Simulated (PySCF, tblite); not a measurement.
# C₂₂H₁₂O₂: electronic excitations, NMR shifts

Wanted: electronic excitations, NMR shifts for C₂₂H₁₂O₂ (`c1cc2cc3c(cc4ccoc5cccc3c45)c3ccoc(c1)c23`).

Computed with tblite 0.8.0 and PySCF 2.14.0 and routines of our own; the level stands in each step. Atoms count from 0.

## Step 1: The system as given

36 atoms, charge 0, multiplicity 1; geometry from: force field, distance geometry or constructed start.

## Step 2: Geometry optimisation with GFN2-xTB

Job settings and geometry (Å):

```
{"job": {"kind": "relax", "xc": "GFN2-xTB", "basis": "xTB"}, "charge": 0, "multiplicity": 1}
C      4.742300    -1.310900    -0.255600
C      3.432300    -1.786100    -0.416100
C      2.329400    -0.956600    -0.183200
C      1.009500    -1.416500    -0.342000
C     -0.134700    -0.614300    -0.115400
C      0.081300     0.739100     0.270300
C     -1.050100     1.553000     0.487800
C     -2.347100     1.072900     0.337100
C     -3.502400     1.935900     0.569300
C     -4.728300     1.415600     0.405000
O     -4.987800     0.115900     0.024400
C     -3.899500    -0.707900    -0.195700
C     -4.182200    -2.012400    -0.570200
C     -3.127500    -2.887400    -0.815100
C     -1.810300    -2.441900    -0.668200
C     -1.480000    -1.117700    -0.275700
C     -2.571400    -0.250800    -0.046800
C      1.419500     1.219700     0.428700
C      1.755900     2.605800     0.833700
C      3.044100     2.962700     0.953800
O      4.119700     2.144300     0.731000
C      3.847200     0.843600     0.352400
C      4.948800     0.015800     0.134900
C      2.523700     0.373700     0.200100
H      5.585700    -1.962800    -0.430500
H      3.286700    -2.826000    -0.706600
H      0.892000    -2.456400    -0.636400
H     -0.937400     2.589000     0.792100
H     -3.360500     2.969100     0.865800
H     -5.644600     1.965600     0.552300
H     -5.203900    -2.342300    -0.684900
H     -3.333500    -3.911400    -1.109800
H     -1.032500    -3.179500    -0.870500
H      0.985600     3.330400     1.033800
H      3.369400     3.953400     1.236800
H      5.954400     0.397000     0.249200
```

Run with:

```bash
$ OMP_NUM_THREADS=1 python large_run.py task.json out
```

One launch serves the whole session: the jobs run in the order shown.

Standard output:

```text
step      E/eV     max force
  0   -1670.30846    2.446
  1   -1670.49514    0.773
  2   -1670.52167    0.315
  3   -1670.53294    0.232
  4   -1670.54881    0.202
  5   -1670.55742    0.211
  6   -1670.56384    0.130
  7   -1670.56723    0.109
  8   -1670.57057    0.112
  9   -1670.57379    0.107
 10   -1670.57645    0.096
 11   -1670.57798    0.063
 12   -1670.57894    0.053
 13   -1670.57967    0.048
 14   -1670.58014    0.035
 15   -1670.58036    0.028
 16   -1670.58050    0.024
 17   -1670.58065    0.026
 18   -1670.58080    0.024
 19   -1670.58090    0.020
```

It took 0.83 s on 1 thread of Arm Neoverse N1, shared host; peak memory 0.19 GiB.

Along the way:

| step | energy from step 0 (eV) | largest force (eV/Å) |
| --- | --- | --- |
| 0 | 0.0000 | 2.4461 |
| 1 | -0.1867 | 0.7723 |
| 2 | -0.2132 | 0.3146 |
| 3 | -0.2245 | 0.2319 |
| 4 | -0.2404 | 0.2020 |
| 5 | -0.2490 | 0.2109 |
| 6 | -0.2554 | 0.1297 |
| 7 | -0.2588 | 0.1093 |
| 8 | -0.2621 | 0.1120 |
| 9 | -0.2653 | 0.1069 |
| 10 | -0.2680 | 0.0963 |
| 11 | -0.2695 | 0.0630 |
| 12 | -0.2705 | 0.0526 |
| 13 | -0.2712 | 0.0487 |
| 14 | -0.2717 | 0.0350 |
| 15 | -0.2719 | 0.0276 |
| 16 | -0.2720 | 0.0241 |
| 17 | -0.2722 | 0.0262 |
| 18 | -0.2723 | 0.0243 |
| 19 | -0.2724 | 0.0197 |

Distances of close pairs at the start and the end, largest changes first:

```
   bond  before (Å)  after (Å)  change (Å)
C17–C18       1.483      1.444      -0.039
 C7–C16       1.396      1.435      +0.039
  C0–C1       1.403      1.366      -0.037
  C3–C4       1.416      1.384      -0.031
  C6–C7       1.391      1.362      -0.029
 C9–O10       1.379      1.350      -0.028
 C5–C17       1.431      1.406      -0.024
C19–O20       1.370      1.346      -0.024
```

The next job starts from the end point, and lists it.

## Step 3: Electronic excitations: TDA PBE0/6-31G*

Job settings and geometry (Å):

```
{"job": {"kind": "uv", "basis": "6-31G*", "grid": 1, "kgrid": 0, "vcut": 1.5, "nstates": 6, "ntriplets": 2, "tda": true, "delta": ["ip_vertical"], "pop": true, "xc": "PBE0"}, "charge": 0, "multiplicity": 1}
C      4.690774    -1.312171    -0.255983
C      3.425859    -1.803072    -0.414656
C      2.299657    -0.979339    -0.191525
C      0.984187    -1.435895    -0.341864
C     -0.116267    -0.624956    -0.122278
C      0.085851     0.738060     0.272313
C     -1.038951     1.573032     0.497477
C     -2.313069     1.115699     0.349666
C     -3.486499     1.927277     0.566887
C     -4.705478     1.402614     0.400719
O     -4.945312     0.126076     0.031155
C     -3.873361    -0.695048    -0.191561
C     -4.139815    -1.997468    -0.569876
C     -3.077389    -2.859573    -0.804121
C     -1.774481    -2.436022    -0.665097
C     -1.472345    -1.121385    -0.282834
C     -2.549243    -0.244049    -0.044914
C      1.397911     1.219678     0.428931
C      1.733866     2.567757     0.821448
C      3.015704     2.938245     0.943891
O      4.074949     2.136430     0.727181
C      3.827521     0.842594     0.351719
C      4.903567     0.017573     0.129309
C      2.500804     0.369007     0.198171
H      5.546927    -1.947231    -0.427176
H      3.266128    -2.828665    -0.711542
H      0.855423    -2.463824    -0.639146
H     -0.893780     2.599065     0.794260
H     -3.370777     2.956490     0.863961
H     -5.626377     1.947452     0.545354
H     -5.163731    -2.318827    -0.675497
H     -3.280494    -3.877878    -1.099800
H     -0.983972    -3.142155    -0.858006
H      0.967636     3.295155     1.021267
H      3.327158     3.930807     1.233995
H      5.901067     0.406302     0.254001
```

Method: TDA PBE0/6-31G*, vertical, gas phase, core orbitals frozen in the response, virtual orbitals cut by energy.

Standard output:

```text
start: PBE on a coarse grid of 31604 points
cycle   1  E = -994.8369117190  dE =  4.618e+00  |g| = 9.585e-01  |ddm| = 7.964e+00
cycle   2  E = -994.5134667503  dE =  3.234e-01  |g| = 1.449e+00  |ddm| = 2.890e+00
cycle   3  E = -994.9664185759  dE = -4.530e-01  |g| = 5.732e-01  |ddm| = 2.196e+00
cycle   4  E = -995.0657141582  dE = -9.930e-02  |g| = 1.873e-01  |ddm| = 9.380e-01
cycle   5  E = -995.0736709129  dE = -7.957e-03  |g| = 6.673e-02  |ddm| = 2.731e-01
cycle   6  E = -995.0745977401  dE = -9.268e-04  |g| = 3.412e-02  |ddm| = 1.285e-01
cycle   7  E = -995.0749166257  dE = -3.189e-04  |g| = 1.166e-02  |ddm| = 5.562e-02
cycle   8  E = -995.0749451704  dE = -2.854e-05  |g| = 5.716e-03  |ddm| = 2.029e-02
final grid: 139749 points
cycle   9  E = -994.8792223731  dE = -1.083e-02  |g| = 7.590e-02  |ddm| = 1.405e+00
cycle  10  E = -994.8776084506  dE =  1.614e-03  |g| = 1.158e-01  |ddm| = 1.925e-01
cycle  11  E = -994.8804262189  dE = -2.818e-03  |g| = 2.403e-02  |ddm| = 1.322e-01
cycle  12  E = -994.8805667078  dE = -1.405e-04  |g| = 7.605e-03  |ddm| = 3.372e-02
cycle  13  E = -994.8805801426  dE = -1.343e-05  |g| = 2.238e-03  |ddm| = 1.103e-02
cycle  14  E = -994.8805817615  dE = -1.619e-06  |g| = 8.054e-04  |ddm| = 3.860e-03
cycle  15  E = -994.8805796399  dE =  2.122e-06  |g| = 3.226e-04  |ddm| = 1.237e-03
cycle  16  E = -994.8805815004  dE = -1.861e-06  |g| = 7.015e-05  |ddm| = 4.293e-04
converged SCF energy = -994.8805815004
Vertical ionisation energy (delta-SCF) = 5.9905 eV   <S^2> = 0.764

Static polarisability (au): isotropic 265.656, principal 68.820 269.944 458.204

Singlet excitations
state   eV       nm        f      main configurations
  1   2.9337    422.6   0.16094   H->L 0.80, H->L+1 0.12
  2   3.3191    373.5   0.11740   H->L+1 0.46, H-1->L 0.37, H->L 0.11
  3   3.7265    332.7   0.08162   H->L+2 0.38, H->L+3 0.33, H-1->L 0.18
  4   3.7801    328.0   0.10136   H->L+2 0.55, H->L+3 0.27
  5   3.9706    312.3   0.58754   H->L+3 0.36, H-1->L 0.28, H->L+1 0.22
  6   4.2349    292.8   0.05701   H-1->L+1 0.77, H->L+4 0.09

Triplet excitations (Tamm-Dancoff, eV): 1.7878 2.5737
```

Run time: 2.8 min. Hardware: 1 thread of Arm Neoverse N1, shared host; peak memory 0.68 GiB.

The orbitals next to the gap, with their largest atomic shares:

```csv
orbital,eV,atoms
HOMO−4,-7.54,"C14 12 %, C13 10 %, C9 10 %"
HOMO−3,-7.33,"C0 20 %, C22 12 %, C2 11 %"
HOMO−2,-6.97,"C16 14 %, C15 13 %, C6 13 %"
HOMO−1,-5.63,"C14 11 %, C4 10 %, C12 10 %"
HOMO,-4.72,"C17 10 %, C3 9 %, C6 8 %"
LUMO,-1.43,"C17 16 %, C3 14 %, C19 8 %"
LUMO+1,-0.74,"C4 13 %, C7 11 %, C9 9 %"
LUMO+2,-0.15,"C13 18 %, C16 17 %, C14 11 %"
LUMO+3,-0.02,"C19 18 %, C18 16 %, C1 11 %"
```

With each of the 6 states as a Gaussian band of 0.4 eV half-width at 1/e, the curve within the window shown has maxima at 315 nm (ε 31,000) L/(mol cm). Beyond the last state computed it falls off for lack of states. The curve at chosen wavelengths:

| nm | ε (L/mol/cm) |
| --- | --- |
| 273 | 4739 |
| 283 | 11301 |
| 294 | 20933 |
| 304 | 28337 |
| 314 | 31401 |
| 324 | 29723 |
| 335 | 24595 |
| 345 | 19435 |
| 355 | 15296 |
| 366 | 12383 |
| 376 | 10963 |
| 386 | 10254 |
| 396 | 9852 |
| 407 | 9427 |
| 417 | 8892 |
| 427 | 8164 |
| 437 | 7270 |
| 448 | 6172 |
| 458 | 5154 |
| 468 | 4185 |
| 479 | 3231 |
| 489 | 2495 |
| 499 | 1888 |
| 509 | 1404 |
| 520 | 995 |
| 530 | 719 |

Leading natural transition orbitals of singlet state 5: the hole lies on C6 12 %; C7, C17 about 9 % each; O10 7 %; the particle on C19 15 %; 4 C atoms about 8 % each.

Leading natural transition orbitals of singlet state 1: the hole lies on C6, C7, C17 about 8 % each; C1, C3 about 6 % each; O20 6 %; the particle on C3, C17 about 12 % each; 4 C atoms about 8 % each; C4 7 %.

Ground-state properties from the same run:

| property | computed |
| --- | --- |
| dipole moment (D) | 1.18 |
| polarisability (Å³) | 39.37 |
| HOMO–LUMO gap (eV) | 3.28 |
| −ε(HOMO) (eV) | 4.72 |

The fields below are evaluated on a grid from the run's orbitals.

Frontier orbitals at PBE0/6-31G*, with the share of their density that lies nearest to each atom:

| orbital | energy (eV) | lies on |
| --- | --- | --- |
| HOMO | -4.72 | C3, C17 about 9 % each; 4 C atoms about 7 % each; O20 6 % |
| LUMO | -1.43 | C3, C17 about 13 % each; C15, C19 about 7 % each |

ELF in a plane through or near 36 of the atoms.

Values, 10 rows by 14 columns:
```
0.00 0.00 0.00 0.00 0.00 0.00 0.00 0.00 0.00 0.00 0.00 0.00 0.00 0.00
0.00 0.00 0.00 0.02 0.42 0.00 0.01 0.00 0.00 0.02 0.00 0.00 0.00 0.00
0.00 0.00 0.00 0.40 0.99 0.25 0.99 0.40 0.02 1.00 0.31 0.45 0.01 0.00
0.00 0.00 0.04 0.81 0.28 0.27 0.40 0.94 0.31 0.42 0.82 1.00 0.57 0.00
0.00 0.02 0.18 0.24 0.50 0.78 0.81 0.60 0.54 0.57 0.29 0.76 0.03 0.00
0.00 0.42 1.00 0.30 0.27 0.81 0.07 0.31 0.65 0.47 0.58 0.23 0.00 0.00
0.00 0.00 0.08 0.28 0.59 0.40 0.26 0.27 0.88 0.19 0.36 1.00 0.47 0.00
0.00 0.00 0.97 0.71 0.89 0.47 0.97 0.08 0.99 0.59 0.64 0.24 0.03 0.00
0.00 0.00 0.00 0.00 0.65 0.29 0.00 0.02 0.33 0.57 0.99 0.00 0.00 0.00
0.00 0.00 0.00 0.00 0.00 0.00 0.00 0.00 0.00 0.00 0.00 0.00 0.00 0.00
```
The map spans 17.0 Å across and 12.7 Å up, centred on the molecule. Atoms in the plane (x, y in Å): C0 (-4.5, -1.8), C1 (-3.2, -2.2), C2 (-2.2, -1.2), C3 (-0.8, -1.6), C4 (0.2, -0.6), C5 (-0.2, 0.8), C6 (0.9, 1.7), C7 (2.2, 1.4), C8 (3.3, 2.3), C9 (4.5, 1.9), O10 (4.9, 0.6), C11 (3.9, -0.4), C12 (4.3, -1.7), C13 (3.4, -2.7), C14 (2.0, -2.4), C15 (1.6, -1.0), C16 (2.6, 0.0), C17 (-1.5, 1.1), C18 (-2.0, 2.5), C19 (-3.3, 2.8), O20 (-4.3, 1.8), C21 (-3.9, 0.5), C22 (-4.9, -0.4), C23 (-2.5, 0.1), H24 (-5.3, -2.5), H25 (-3.0, -3.2), H26 (-0.6, -2.6), H27 (0.6, 2.8), H28 (3.1, 3.4), H29 (5.4, 2.5), H30 (5.4, -1.9), H31 (3.7, -3.7), H32 (1.3, -3.2), H33 (-1.3, 3.3), H34 (-3.7, 3.8), H35 (-5.9, -0.1).

On the surface of density 0.002 e/bohr³ the electrostatic potential runs, from the 1st to the 99th percentile, from -0.75 V near C0 to 1.22 V near H34.

## Step 4: NMR shifts: GIAO KT2/pcSseg-1

Settings changed since step 3:

```diff
@@ -1,2 +1,2 @@
-{"job": {"kind": "uv", "basis": "6-31G*", "grid": 1, "kgrid": 0, "vcut": 1.5, "nstates": 6, "ntriplets": 2, "tda": true, "delta": ["ip_vertical"], "pop": true, "xc": "PBE0"}, "charge": 0, "multiplicity": 1}
+{"job": {"kind": "nmr", "basis": "pcSseg-1", "pop": false, "xc": "KT2"}, "charge": 0, "multiplicity": 1}
 C      4.690774    -1.312171    -0.255983
```

With the program's defaults for keys left out, this is: GIAO KT2/pcSseg-1 NMR shielding, non-relativistic, gas phase.

Standard output:

```text
start: PBE on a coarse grid of 31604 points
cycle   1  E = -994.2617352692  dE =  4.594e+00  |g| = 9.644e-01  |ddm| = 8.013e+00
cycle   2  E = -993.9052007446  dE =  3.565e-01  |g| = 1.502e+00  |ddm| = 3.154e+00
cycle   3  E = -994.3798105624  dE = -4.746e-01  |g| = 5.862e-01  |ddm| = 2.282e+00
cycle   4  E = -994.4813507465  dE = -1.015e-01  |g| = 1.908e-01  |ddm| = 9.595e-01
cycle   5  E = -994.4891508130  dE = -7.800e-03  |g| = 6.801e-02  |ddm| = 2.682e-01
cycle   6  E = -994.4900852817  dE = -9.345e-04  |g| = 3.365e-02  |ddm| = 1.472e-01
cycle   7  E = -994.4903787111  dE = -2.934e-04  |g| = 1.324e-02  |ddm| = 5.597e-02
cycle   8  E = -994.4904193268  dE = -4.062e-05  |g| = 5.480e-03  |ddm| = 2.243e-02
final grid: 296739 points
cycle   9  E = -1013.5579854079  dE = -5.034e-02  |g| = 1.763e-01  |ddm| = 1.390e+00
cycle  10  E = -1013.5163434031  dE =  4.164e-02  |g| = 4.670e-01  |ddm| = 6.746e-01
cycle  11  E = -1013.5619096476  dE = -4.557e-02  |g| = 7.918e-02  |ddm| = 5.864e-01
cycle  12  E = -1013.5638940612  dE = -1.984e-03  |g| = 1.413e-02  |ddm| = 1.136e-01
cycle  13  E = -1013.5639259964  dE = -3.194e-05  |g| = 8.476e-03  |ddm| = 3.256e-02
cycle  14  E = -1013.5639442492  dE = -1.825e-05  |g| = 3.136e-03  |ddm| = 1.552e-02
cycle  15  E = -1013.5639477632  dE = -3.514e-06  |g| = 1.152e-03  |ddm| = 5.320e-03
cycle  16  E = -1013.5639493793  dE = -1.616e-06  |g| = 5.953e-04  |ddm| = 2.304e-03
cycle  17  E = -1013.5639486389  dE =  7.404e-07  |g| = 1.890e-04  |ddm| = 1.006e-03
cycle  18  E = -1013.5639472246  dE =  1.414e-06  |g| = 5.716e-05  |ddm| = 4.110e-04
converged SCF energy = -1013.5639472246

GIAO shielding tensors (ppm)
atom      isotropic    diamagn.    paramagn.     s11        s22        s33       span
  0 C       63.939     257.693    -193.754    -33.345     54.651    170.510    203.855
  1 C       69.763     245.896    -176.133    -14.094     67.334    156.051    170.145
  2 C       59.993     253.936    -193.943     -3.944      7.283    176.639    180.583
  3 C       74.097     259.070    -184.973     -2.493     65.348    159.436    161.929
  4 C       63.797     254.113    -190.316    -14.136     29.454    176.075    190.211
  5 C       71.871     253.611    -181.740     12.791     20.856    181.965    169.174
  6 C       82.844     258.796    -175.952      7.639     79.873    161.019    153.380
  7 C       64.874     253.681    -188.807    -16.350     37.260    173.711    190.061
  8 C       77.777     248.341    -170.564     -7.011     95.958    144.384    151.396
  9 C       44.202     245.935    -201.733    -35.822     66.880    101.549    137.371
 10 O      133.479     393.440    -259.961     45.500     59.548    295.389    249.889
 11 C       35.581     259.597    -224.016    -34.741     33.695    107.789    142.531
 12 C       77.441     258.754    -181.312      2.803     64.765    164.756    161.954
 13 C       63.186     255.060    -191.874    -35.262     53.354    171.467    206.729
 14 C       73.484     251.334    -177.850    -16.993     61.472    175.973    192.966
 15 C       60.573     246.374    -185.801    -10.698     21.257    171.159    181.857
 16 C       69.844     258.733    -188.889     16.020     18.020    175.493    159.473
 17 C       65.642     248.196    -182.554      0.973     25.490    170.462    169.489
 18 C       82.949     254.063    -171.114     -6.589     96.452    158.984    165.573
 19 C       41.596     246.285    -204.689    -38.136     64.562     98.363    136.499
 20 O      127.992     393.376    -265.384     32.754     50.504    300.719    267.965
 21 C       34.611     254.661    -220.051    -35.109     36.400    102.541    137.650
 22 C       83.295     255.996    -172.700     12.377     73.736    163.773    151.396
 23 C       67.052     259.884    -192.833      1.493     25.022    174.639    173.146
 24 H       24.378      28.334      -3.957     20.395     25.967     26.771      6.375
 25 H       24.439      34.055      -9.616     19.631     25.384     28.303      8.672
 26 H       23.492      41.049     -17.557     16.031     24.324     30.121     14.090
 27 H       25.040      39.278     -14.239     19.347     24.970     30.803     11.456
 28 H       25.781      31.515      -5.734     23.298     25.628     28.418      5.120
 29 H       24.794      25.198      -0.404     21.069     26.164     27.148      6.078
 30 H       24.650      27.578      -2.928     20.598     25.892     27.461      6.863
 31 H       24.156      29.937      -5.781     19.853     25.817     26.798      6.945
 32 H       23.570      38.685     -15.115     16.827     24.658     29.226     12.399
 33 H       25.319      36.668     -11.349     21.184     25.372     29.401      8.218
 34 H       24.717      26.833      -2.116     20.912     26.119     27.119      6.206
 35 H       24.962      27.223      -2.260     20.842     26.154     27.891      7.049
```

Run time: 91 s. Hardware: 1 thread of Arm Neoverse N1, shared host; peak memory 0.73 GiB.

The references, computed at this level on geometries of the same kind, shield at (ppm): 1H TMS 31.62, 13C TMS 185.6, 17O H2O 332.3. Their shielding less the atom's gives the shift. The references are single molecules in the gas phase, so shifts against H2O, NH3, PH3, H3PO4 or CFCl3 are not on the usual liquid scales and can be off by tens of ppm.

```
atoms                                         environment  σ (ppm)  δ (ppm)
  C21                         ring-fusion aromatic carbon     34.6    151.0
  C11                         ring-fusion aromatic carbon     35.6    150.0
  C19                 aromatic CH next to the ring oxygen     41.6    144.0
   C9                 aromatic CH next to the ring oxygen     44.2    141.4
   C2                         ring-fusion aromatic carbon     60.0    125.6
  C15                         ring-fusion aromatic carbon     60.6    125.0
  C13                                         aromatic CH     63.2    122.4
   C4                         ring-fusion aromatic carbon     63.8    121.8
   C0                                         aromatic CH     63.9    121.7
   C7                         ring-fusion aromatic carbon     64.9    120.7
  C17                         ring-fusion aromatic carbon     65.6    120.0
  C23                         ring-fusion aromatic carbon     67.1    118.5
   C1                                         aromatic CH     69.8    115.8
  C16                         ring-fusion aromatic carbon     69.8    115.8
   C5                         ring-fusion aromatic carbon     71.9    113.7
  C14                                         aromatic CH     73.5    112.1
   C3                                         aromatic CH     74.1    111.5
  C12                                         aromatic CH     77.4    108.2
   C8                                         aromatic CH     77.8    107.8
   C6                                         aromatic CH     82.8    102.8
  C18                                         aromatic CH     82.9    102.6
  C22                                         aromatic CH     83.3    102.3
  H26                          hydrogen on an aromatic CH    23.49     8.13
  H32                          hydrogen on an aromatic CH    23.57     8.05
  H31                          hydrogen on an aromatic CH    24.16     7.47
  H24                          hydrogen on an aromatic CH    24.38     7.25
  H25                          hydrogen on an aromatic CH    24.44     7.18
  H30                          hydrogen on an aromatic CH    24.65     6.97
  H34  hydrogen on an aromatic CH next to the ring oxygen    24.72     6.91
  H29  hydrogen on an aromatic CH next to the ring oxygen    24.79     6.83
  H35                          hydrogen on an aromatic CH    24.96     6.66
  H27                          hydrogen on an aromatic CH    25.04     6.58
  H33                          hydrogen on an aromatic CH    25.32     6.30
  H28                          hydrogen on an aromatic CH    25.78     5.84
  O20                                aromatic ring oxygen    128.0    204.3
  O10                                aromatic ring oxygen    133.5    198.8
```

Ring of atoms C0, C1, C2, C21, C22, C23: NICS(0) -7.5, NICS(1) -9.4, NICS(1)zz -20.9 ppm (means of both faces).

Ring of atoms C2, C3, C4, C5, C17, C23: NICS(0) -6.6, NICS(1) -9.4, NICS(1)zz -20.2 ppm (means of both faces).

Ring of atoms C4, C5, C6, C7, C15, C16: NICS(0) -2.4, NICS(1) -6.0, NICS(1)zz -9.9 ppm (means of both faces).

## Step 5: Outcome

| quantity | value |
| --- | --- |
| lowest singlet (PBE0/6-31G*) | 2.93 eV (423 nm), f = 0.161 |
| brightest single state of those computed | state 5, 3.97 eV, f = 0.588 |
| lowest triplet | 1.79 eV |
| vertical ionisation energy (ΔSCF) | 5.99 eV |
| surface potential, 1st and 99th percentile | -0.75 V and 1.22 V |
| 13C shifts against TMS (KT2/pcSseg-1) | 151.0, 150.0, 144.0, 141.4, 125.6, 125.0, 122.4, 121.8, 121.7, 120.7, 120.0, 118.5, 115.8, 115.8 ppm and more |
| 1H shifts against TMS (KT2/pcSseg-1) | 8.13, 8.05, 7.47, 7.25, 7.18, 6.97, 6.91, 6.83, 6.66, 6.58, 6.30, 5.84 ppm |
| 17O shifts against H2O (KT2/pcSseg-1) | 204.3, 198.8 ppm |

**Reading.** The first singlet state (HOMO→LUMO 0.80, HOMO→LUMO+1 0.12) lies at 2.93 eV and is bright; of the 6 states computed, the strongest absorption comes from state 5 at 3.97 eV. State 1 absorbs in the visible (423 nm). The lowest triplet lies 1.15 eV below the lowest singlet. The orbital energy would give 4.72 eV for ionisation, ΔSCF gives 5.99 eV. By nearest atom (PBE0/6-31G*), the HOMO sits on C3, C17 about 9 % each; 4 C atoms about 7 % each and the LUMO on C3, C17 about 13 % each; C15, C19 about 7 % each. At KT2/pcSseg-1: The widest tensor belongs to O20: span 268 ppm, with a paramagnetic part of -265 ppm. NICS(1)zz of -21 ppm above the planar ring from C0 marks a diatropic (aromatic) ring current. NICS(1)zz of -20 ppm above the planar ring from C2 marks a diatropic (aromatic) ring current.
